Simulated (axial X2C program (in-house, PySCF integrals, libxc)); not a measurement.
# A two-component session on GeCl: properties at the nuclei

Wanted for GeCl: properties at the nuclei, at the two-component level.

Program: an in-house X2C program for linear molecules on PySCF integrals. Level of theory: two-component X2C with atomic mean-field terms, Ge dyall-acv3z, Cl dyall-av3z. These are calculated values, not measurements.

**1. Input**

The input, task.json:

```json
{"zs": [32, 17], "q": 0, "bas": ["dyall-acv3z", "dyall-av3z"], "r0": 2.2, "levels": ["PBE0", "HF", "B3LYP"], "nst": 1, "ff": 1, "thr": -3.5, "nmax": 130, "opt": {"ecut": 60}}
```

Keys: zs atomic numbers; q charge; bas basis sets; r0 starting distance in Å; levels methods (HF also brings MP2); nst determinants followed; ff finite-field run; thr threshold in hartree for freezing inner shells (an s shell follows its p shell); nmax most natural virtual spinors; ecut virtual cutoff in hartree.

Command:

```console
python soeom.py task.json out
```

Nuclei are Gaussian, cores are contracted, and the Gaunt term is on.

**2. Expectation values, lowest determinant**

R = 2.182 Å. State: Ω = 1/2 (excess of +ω over −ω: ω = 1/2).

Output of the PBE0 run:

```text
two-component X2C + atomic mean field  PBE0
basis functions 186  fitting functions 995  grid points 5080
iter        total energy     max residual
   1      -2558.713795909     1.59e+00
   2      -2559.366316965     9.68e-03
   3      -2559.366515417     1.09e-02
   4      -2559.368105565     8.62e-04
   5      -2559.368124325     3.51e-04
   6      -2559.368127027     8.52e-05
   7      -2559.368127216     2.25e-05
   8      -2559.368127225     1.04e-05
   9      -2559.368127228     2.47e-06
  10      -2559.368127229     3.85e-07
converged
one-electron -3821.40532710  Coulomb 1239.07809199  exact exchange -26.53784150  xc functional -81.63661259  nuclear repulsion 131.93052371  atomic mean-field constant -0.79696175
```

The highest occupied spinor is 77% Ge p, 9% Cl p, 8% Cl d.

```tsv
level	Eeff magnitude (GV/cm)	Ws magnitude Ge (kHz)	A∥/gI Ge (MHz)	qzz Ge (a.u.)	A∥/gI Cl (MHz)	qzz Cl (a.u.)	μ (D)
PBE0	0.0855	0.0774	1560	-0.61	175	1.44	-1.78
HF	0.312	0.273	1390	-0.73	117	1.51	-2.06
B3LYP	0.00587	0.0128	1500	-0.55	175	1.39	-1.81
```

Eeff is the effective electric field on the electron dipole moment in this Ω state and Ws the scalar–pseudoscalar constant (defined with the proton number Z and per Ω); A∥ is the parallel hyperfine constant, which follows by multiplying with the nuclear g factor gI = μI/(I μN); qzz is the electric field gradient, eQq0 = 234.96 MHz × Q/barn × qzz; μ is positive if Cl is the positive end. The operators were transformed with the bare-nucleus X2C matrices.

**3. Finite-field coupled cluster**

Output:

```text
two-component X2C + atomic mean field  HF
basis functions 186  fitting functions 995  grid points 5080
iter        total energy     max residual
   1      -2557.345039130     2.96e-01
   2      -2557.371771267     7.68e-03
   3      -2557.372710375     4.92e-03
   4      -2557.372920660     9.60e-04
   5      -2557.372972999     5.10e-04
   6      -2557.372985873     2.90e-04
   7      -2557.372988830     1.75e-04
   8      -2557.372990121     5.52e-05
   9      -2557.372990359     2.40e-05
  10      -2557.372990399     7.78e-06
  11      -2557.372990402     2.02e-06
  12      -2557.372990403     7.63e-07
converged
one-electron -3821.39091755  Coulomb 1239.17343785  exact exchange -106.28907266  xc functional 0.00000000  nuclear repulsion 131.93052371  atomic mean-field constant -0.79696175
correlated 21  virtual 297  natural virtual 130  E(MP2) -0.762094530  MP2 remainder -0.052958359
iter   CCSD correlation   residual
   1     -0.679827406   1.27e-01
   2     -0.694983614   4.57e-02
   3     -0.696837009   1.81e-02
   4     -0.696457225   5.87e-03
   5     -0.696591212   2.32e-03
   6     -0.696607557   8.42e-04
   7     -0.696598347   3.27e-04
   8     -0.696603108   1.02e-04
   9     -0.696600931   3.24e-05
  10     -0.696601164   1.04e-05
  11     -0.696600875   5.58e-06
  12     -0.696600882   3.03e-06
(T) -0.020768496  T1 0.0185  D1 0.0442  max T2 0.067
```

T1 in the output is the amplitude norm over the root of the electron number; divide by √2 for the Lee–Taylor value.

21 electrons correlated in 130 natural virtual spinors, MP2 remainder added; T1 = 0.013.

```tsv
level	Eeff magnitude (GV/cm)	Ws magnitude Ge (kHz)	A∥/gI Ge (MHz)	qzz Ge (a.u.)	A∥/gI Cl (MHz)	μ (D)
HF	0.312	0.273	1390	-0.73	117	-2.06
MP2	0.111	0.1	1490	-0.57	175	-1.95
CCSD	0.026	0.0195	1330	-0.60	151	-1.92
CCSD(T)	0.0542	0.044	1310	-0.57	161	-1.82
```

**4. Outcome**

```
                       quantity                                    value
             lowest determinant  Ω = 1/2 (excess of +ω over −ω: ω = 1/2)
   Eeff magnitude (GV/cm), PBE0                                   0.0855
    Ws magnitude Ge (kHz), PBE0                                   0.0774
           A∥/gI Ge (MHz), PBE0                                     1560
            qzz Ge (a.u.), PBE0                                    -0.61
Eeff magnitude (GV/cm), CCSD(T)                                   0.0542
 Ws magnitude Ge (kHz), CCSD(T)                                    0.044
        A∥/gI Ge (MHz), CCSD(T)                                     1310
         qzz Ge (a.u.), CCSD(T)                                    -0.57
```

What this shows: In the first state, the effective field runs from 0.00587 to 0.312 GV/cm over the mean-field levels, so the levels don't agree on it. The expectation values come from single determinants, which for open shells can mix terms of unlike spin or miss the lowest Ω, so a determinant need not be a state. Eeff is the effective electric field on the electron dipole moment in this Ω state and Ws the scalar–pseudoscalar constant (defined with the proton number Z and per Ω); A∥ is the parallel hyperfine constant, which follows by multiplying with the nuclear g factor gI = μI/(I μN); qzz is the electric field gradient, eQq0 = 234.96 MHz × Q/barn × qzz; μ is positive if Cl is the positive end. The operators were transformed with the bare-nucleus X2C matrices. Correlation of the inner shells is missing, which matters for properties at the nucleus.
